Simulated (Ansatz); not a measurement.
Molecular dynamics of W

Input file:

```yaml
accuracy: low
crystal:
  lattice:
    - [6.423625, 0.0, 0.0]
    - [0.0, 6.423625, 0.0]
    - [0.0, 0.0, 6.423625]
  atoms:
    - { symbol: W, position: [0.00849772, -0.03940828, 0.04558853] }
    - { symbol: W, position: [0.50805548, -0.00658474, 0.04871219] }
    - { symbol: W, position: [0.04878624, 0.46673895, 0.04973352] }
    - { symbol: W, position: [0.05798651, 0.00291749, 0.57213402] }
    - { symbol: W, position: [0.27983082, 0.22013573, 0.28216389] }
    - { symbol: W, position: [0.52393121, 0.50161345, 0.03376935] }
    - { symbol: W, position: [0.55240656, -0.02531729, 0.54952137] }
    - { symbol: W, position: [0.79368653, 0.22619611, 0.29205228] }
    - { symbol: W, position: [0.03671805, 0.463336, 0.55242641] }
    - { symbol: W, position: [0.25978664, 0.69278679, 0.29427554] }
    - { symbol: W, position: [0.28887428, 0.23544354, 0.81749407] }
    - { symbol: W, position: [0.52541063, 0.49202113, 0.53409766] }
    - { symbol: W, position: [0.7847977, 0.70780495, 0.27484552] }
    - { symbol: W, position: [0.77479506, 0.23382903, 0.76277482] }
    - { symbol: W, position: [0.29606012, 0.74174936, 0.82545523] }
    - { symbol: W, position: [0.76552557, 0.72744378, 0.76206669] }
basis:
  ecutwfc: 420.0
kpoints:
  mp_grid: { grid: [2, 2, 2] }
hamiltonian:
  xc: lda
scf:
  occupations: { method: fermi_dirac, width: 0.17 }
  lower_state_search: "off"
md:
  timestep: 3
  n_steps: 260
  ensemble: nvt_langevin
  temperature: 1600.0
  initial_velocities: maxwell_boltzmann
  seed: 783567
  friction: 0.02
  temperature_schedule:
    - { n_steps: 195, end_temperature: 300.0 }
    - { n_steps: 65, end_temperature: 300.0 }
```

Launched with:

```bash
$ ansatz run input.yaml --threads 2 --pin off --max-ram 5120MiB --backend cpu --events-out ev --progress --plain --runs-dir out
```

It goes on from the last frame of an earlier run, with new velocities.

Output, in part (step lines):

```
md step     0: t =     0.00 fs  T =  1500.0 K (target 1600.0 K)  F+E_penalty+E_count = -162073.53994803 eV  E_kin = 3.102240 eV  (7 SCF iters)
md step     1: t =     3.00 fs  T =  1491.5 K (target 1596.7 K)  F+E_penalty+E_count = -162073.51137594 eV  E_kin = 3.084597 eV  (6 SCF iters)
md step     2: t =     6.00 fs  T =  1234.1 K (target 1590.0 K)  F+E_penalty+E_count = -162073.53828496 eV  E_kin = 2.552340 eV  (6 SCF iters)
md step     3: t =     9.00 fs  T =  1332.8 K (target 1583.3 K)  F+E_penalty+E_count = -162073.61100102 eV  E_kin = 2.756524 eV  (6 SCF iters)
md step     4: t =    12.00 fs  T =  1440.1 K (target 1576.7 K)  F+E_penalty+E_count = -162073.71523091 eV  E_kin = 2.978362 eV  (6 SCF iters)
md step     5: t =    15.00 fs  T =  1203.8 K (target 1570.0 K)  F+E_penalty+E_count = -162073.83426300 eV  E_kin = 2.489589 eV  (5 SCF iters)
md step     6: t =    18.00 fs  T =  1111.0 K (target 1563.3 K)  F+E_penalty+E_count = -162073.93990394 eV  E_kin = 2.297664 eV  (5 SCF iters)
md step     7: t =    21.00 fs  T =  1060.1 K (target 1556.7 K)  F+E_penalty+E_count = -162074.03902824 eV  E_kin = 2.192469 eV  (5 SCF iters)
[... lines left out ...]
md step   259: t =   777.00 fs  T =   286.0 K (target 300.0 K)  F+E_penalty+E_count = -162076.46666713 eV  E_kin = 0.591474 eV  (5 SCF iters)
md step   260: t =   780.00 fs  T =   289.2 K (target 300.0 K)  F+E_penalty+E_count = -162076.46693329 eV  E_kin = 0.598057 eV  (6 SCF iters)
```

The steps, from the saved trajectory:

```
time (fs)  T (K)  potential energy less start (eV)
      0.0   1500                             0.000
     24.0   1221                            -0.608
     48.0   1237                            -0.931
     72.0    916                            -0.856
     96.0   1162                            -1.274
    120.0   1180                            -1.179
    144.0   1255                            -1.291
    168.0   1252                            -1.519
    192.0   1172                            -1.358
    216.0   1048                            -1.301
    240.0   1062                            -1.314
    264.0   1436                            -1.520
    288.0   1161                            -1.592
    312.0    621                            -1.290
    336.0    904                            -1.536
    360.0   1267                            -1.657
    384.0   1023                            -1.384
    408.0    805                            -1.374
    432.0    944                            -1.455
    456.0    737                            -1.518
    480.0    881                            -1.948
    504.0    635                            -1.880
    528.0    418                            -1.644
    552.0    479                            -1.795
    576.0    543                            -2.214
    600.0    471                            -2.421
    624.0    367                            -2.424
    648.0    331                            -2.579
    672.0    335                            -2.665
    696.0    270                            -2.707
    720.0    276                            -2.715
    744.0    306                            -2.858
    768.0    215                            -2.912
```

All steps were run. The schedule's set-point averaged 409 K over the second half and the system 510 K, so it lags behind the ramp. A run of 0.78 ps of so small a system gives no equilibrium averages. Limits of this set-up: coarse k mesh, low accuracy level.

Mean squared displacements from the first frame to the last, about the centre of mass: W 0.05 Å².

Last frame:

```xyz
16
Lattice="6.4236 0.0000 0.0000 0.0000 6.4236 0.0000 0.0000 0.0000 6.4236" Properties=species:S:1:pos:R:3
W 0.289 -0.178 0.294
W 3.465 -0.092 0.385
W 0.260 3.008 0.323
W 0.211 -0.181 3.501
W 1.812 1.416 1.902
W 3.500 2.977 0.340
W 3.476 -0.175 3.622
W 4.989 1.435 1.928
W 0.272 3.023 3.464
W 1.894 4.656 1.925
W 1.865 1.419 5.098
W 3.506 3.052 3.523
W 5.112 4.696 1.948
W 5.107 1.456 5.142
W 1.816 4.611 5.180
W 5.056 4.572 5.211
```

Time of the run: 16 min on 2 threads of Intel(R) Xeon(R) Platinum 8488C (Sapphire Rapids), on a shared host, peak memory 0.94 GiB.
